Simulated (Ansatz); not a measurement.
# F3HOSi: how energies converge with the basis set

An exercise on one series of results from a longer session: the logs are not shown, and one member is left open.

The runs use Ansatz 0.2.0, Gaussian basis; one geometry, several basis sets.

Plan: PBE0-D4/def2-SVP; ωB97M-V/def2-SVP; PBE0-D4/def2-QZVPP; ωB97M-V/def2-QZVPP; the functionals' def2-TZVPP values are taken from earlier runs.

## The relaxed structure

All runs share one geometry, relaxed beforehand with PBE0-D4 in a triple-zeta def2 set.

SMILES `O[Si](F)(F)F`, 6 atoms, charge 0, spin multiplicity 1.

Atoms are counted from 1 here; the program's logs count them from 0.

Bond lengths: O1–Si2 1.604 Å, O1–H6 0.958 Å, Si2–F3 1.572 Å, Si2–F4 1.572 Å, Si2–F5 1.565 Å. Angles: Si2–O1–H6 120.4°, O1–Si2–F3 112.4°, O1–Si2–F4 112.4°, O1–Si2–F5 107.6°, F3–Si2–F4 106.8°, F3–Si2–F5 108.8°, F4–Si2–F5 108.8°.

Set-up of the first run:

File in.yaml:

```yaml
crystal:
  periodic: [false, false, false]
  atoms:
    - {symbol: O, position_ang: [-0.219787, 0.531710, 1.122367]}
    - {symbol: Si, position_ang: [0.217851, -0.093366, -0.288655]}
    - {symbol: F, position_ang: [-0.639065, 0.464289, -1.482854]}
    - {symbol: F, position_ang: [0.075550, -1.658655, -0.320696]}
    - {symbol: F, position_ang: [1.718478, 0.281147, -0.527359]}
    - {symbol: H, position_ang: [-1.111026, 0.410876, 1.450996]}
basis:
  gaussian: {orbitals: def2-SVP}
hamiltonian: {xc: pbe0, dispersion: d4}
output: {orbitals: {seedname: orbitals}}
```

Among the steps run: PBE0-D4 in def2-SVP; ωB97M-V in def2-SVP; PBE0-D4 in def2-QZVPP; ωB97M-V in def2-QZVPP.

One of the session's tables, all rows but one given; the rest of the session is left out.

It belongs to the step «Density functionals: the series». 

| functional | basis | HOMO (eV) | LUMO (eV) |
| --- | --- | --- | --- |
| PBE0-D4 | def2-SVP | ? | ? |
| PBE0-D4 | def2-TZVPP | -10.70 | 0.18 |
| PBE0-D4 | def2-QZVPP | -10.75 | -0.14 |
| ωB97M-V | def2-SVP | -12.95 | 2.38 |
| ωB97M-V | def2-TZVPP | -13.20 | 1.72 |
| ωB97M-V | def2-QZVPP | -13.26 | 1.20 |

Estimate the missing values for PBE0-D4, def2-SVP.

The run gave: HOMO (eV): -10.48; LUMO (eV): 0.66. In the column «HOMO (eV)» it is the highest.
